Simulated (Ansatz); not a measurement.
**CH5NSn: vertical and adiabatic energies of changing the electron count in Python**

A script is to give vertical and adiabatic energies of changing the electron count; the system is CH5NSn. SMILES: [CH3][Sn][NH2].

Computed with the Python package of Ansatz 0.2.0. Level of theory: PBE/def2-SVP.

## Step 1: Starting point

Bond lengths: C1–Sn2 2.080 Å, Sn2–N3 2.052 Å, C1–H4 1.068 Å, C1–H5 1.154 Å, C1–H6 1.140 Å, N3–H7 1.103 Å, N3–H8 1.002 Å. Angles: C1–Sn2–N3 107.9°, Sn2–C1–H4 110.7°, Sn2–C1–H5 111.5°, Sn2–C1–H6 112.2°, H4–C1–H5 105.9°, H4–C1–H6 111.5°, H5–C1–H6 104.7°, Sn2–N3–H7 105.2°, Sn2–N3–H8 107.0°, H7–N3–H8 104.7°.

No structure file is read: the coordinates are typed or built in the script.

## Step 2: Script

The input, ch5nsn_adiabatic.py:

```python
"""How CH5NSn relaxes after losing an electron."""

import itertools

import ansatz as az
from ase.data import atomic_numbers, covalent_radii
import numpy as np

BASIS_SET = "def2-SVP"
XC = "pbe"
NET_CHARGE = 1


def main() -> None:
    molecule = (
        az.Crystal.molecule()
        .atom("C", [-0.8118, 0.9951, -0.6387])
        .atom("Sn", [1.0833, 0.4199, -0.0021])
        .atom("N", [0.8847, -1.3025, 1.0959])
        .atom("H", [-1.2395, 0.25, -1.2739])
        .atom("H", [-0.7711, 1.9615, -1.2687])
        .atom("H", [-1.5017, 1.246, 0.2332])
        .atom("H", [1.9165, -1.6209, 1.3229])
        .atom("H", [0.5318, -2.0062, 0.4757])
    )

    calculation = molecule.calculation()
    calculation = calculation.basis(gaussian=BASIS_SET)
    calculation = calculation.functional(XC)
    calculation = calculation.scf(lower_state_search="off")
    symbols = [site.symbol for site in molecule.cartesian_sites]
    start = np.array([site.position_ang for site in molecule.cartesian_sites], dtype=float)
    data = calculation.relax(force_tolerance=0.01).run(threads=1, pin="off").report
    end = np.array(data["positions_ang"])

    minimum = az.Crystal.molecule()
    for symbol, place in zip(symbols, end):
        minimum = minimum.atom(symbol, place.tolist())
    ion = minimum.calculation()
    ion = ion.basis(gaussian=BASIS_SET)
    ion = ion.functional(XC).scf(lower_state_search="off")
    ion = ion.charge(NET_CHARGE)
    ion = ion.spin("collinear", total=1)
    vertical = ion.run(threads=1, pin="off").report
    settled = ion.relax(force_tolerance=0.01, max_steps=80).run(threads=1, pin="off").report
    print(f"vertical ionisation energy   {vertical['free_energy_ev'] - data['free_energy_ev']:.3f} eV")
    print(f"adiabatic, no zero point     {settled['free_energy_ev'] - data['free_energy_ev']:.3f} eV")
    print(f"relaxation energy of the ion {vertical['free_energy_ev'] - settled['free_energy_ev']:.3f} eV")
    ionised = np.array(settled["positions_ang"])
    # pairs closer than 1.2 times the sum of covalent radii, before or after
    radius = [covalent_radii[atomic_numbers[s]] for s in symbols]
    span = lambda where, i, j: np.linalg.norm(where[i] - where[j])
    bonded = [(i, j) for i, j in itertools.combinations(range(len(symbols)), 2) if min(span(end, i, j), span(ionised, i, j)) < 1.2 * (radius[i] + radius[j])]
    print("pair        before    after (A)")
    for i, j in bonded:
        print(f"{symbols[i]}{i}-{symbols[j]}{j}".ljust(10), f"{span(end, i, j):8.4f} {span(ionised, i, j):8.4f}")


if __name__ == "__main__":
    main()
```

## Step 3: The run

On the command line:

```sh
$ python ch5nsn_adiabatic.py
```

Without the output at hand: what should come out? Wanted: vertical ionisation energy; adiabatic ionisation energy, no zero point.

The runs gave:

| quantity | value |
| --- | --- |
| vertical ionisation energy | 8.114 eV |
| adiabatic ionisation energy, no zero point | 7.809 eV |
| runs compared | 3 |

In words: The ionisation energy is a difference of two total energies at the neutral geometry; letting the ion relax lowers it by 0.31 eV. Run 1: After 29 moves the largest shift is 0.671 Å, of atom 2 (Sn). Run 3: After 9 moves the largest shift is 0.433 Å, of atom 8 (H). The settings weren't tested for convergence. The energies are electronic: no zero-point or thermal terms, and the basis set is short of its limit. The product may relax into another structure. def2 sets replace the cores of elements past krypton by effective core potentials.
